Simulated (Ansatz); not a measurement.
Crystal: Ta4NiO11.

```
CELL_PARAMETERS angstrom
1.95495 -14.82973 0.00000
1.95495 14.82973 0.00000
0.00000 0.00000 3.88590
ATOMIC_POSITIONS crystal
Ta 0.20437 0.79563 0.00000
Ta 0.92451 0.07549 0.00000
Ta 0.07549 0.92451 0.00000
Ta 0.79563 0.20437 0.00000
Ni 0.50000 0.50000 0.00000
O 0.13987 0.86013 0.00000
O 0.72107 0.27893 0.00000
O 0.43645 0.56355 0.00000
O 0.56355 0.43645 0.00000
O 0.00000 0.00000 0.00000
O 0.86013 0.13987 0.00000
O 0.27893 0.72107 0.00000
O 0.92790 0.07210 0.50000
O 0.07210 0.92790 0.50000
O 0.79436 0.20564 0.50000
O 0.20564 0.79436 0.50000
```

The cell was built by a generator and needn't be a form met in nature.

Base run:

| Item | Value |
| --- | --- |
| Program | Ansatz 0.2.0 |
| Functional | PBEsol |
| Potentials or basis | all-electron LAPW, scalar-relativistic |
| Cutoff | 455 eV (chosen from the basis error) |
| Basis error allowed | 0.003 eV/atom |
| k mesh | 5 × 5 × 5 |
| Occupations | fermi-dirac, width 0.05 eV |
| Spin | collinear spin, ferromagnetic start |
| Starting moments | [0.0, 0.0, 0.0, 0.0, 1.0, 0.0, 0.0, 0.0, 0.0, 0.0, 0.0, 0.0, 0.0, 0.0, 0.0, 0.0] μB |

Its results: pressure -5.3 GPa; net moment 0.40 μB per cell; site moments Ta -0.00; Ni +0.33; O -0.00, +0.07, +0.00 μB; largest force 0.276 eV/Å.

Task: The run is repeated on the same cell with these changes: functional from PBEsol to LDA. What comes out?

Result: Pressure -9.8 GPa; net moment 0.40 μB per cell; site moments Ta -0.00; Ni +0.31; O -0.00, +0.07, +0.00 μB; largest force 0.464 eV/Å.

LDA binds more tightly than PBEsol, so the same cell stands under less pressure.

Caveats: the k mesh is thin for a metal, which can move the energy by tens of meV per atom; a cell with one magnetic atom can't hold antiferromagnetic order, which such compounds often take (some runs).
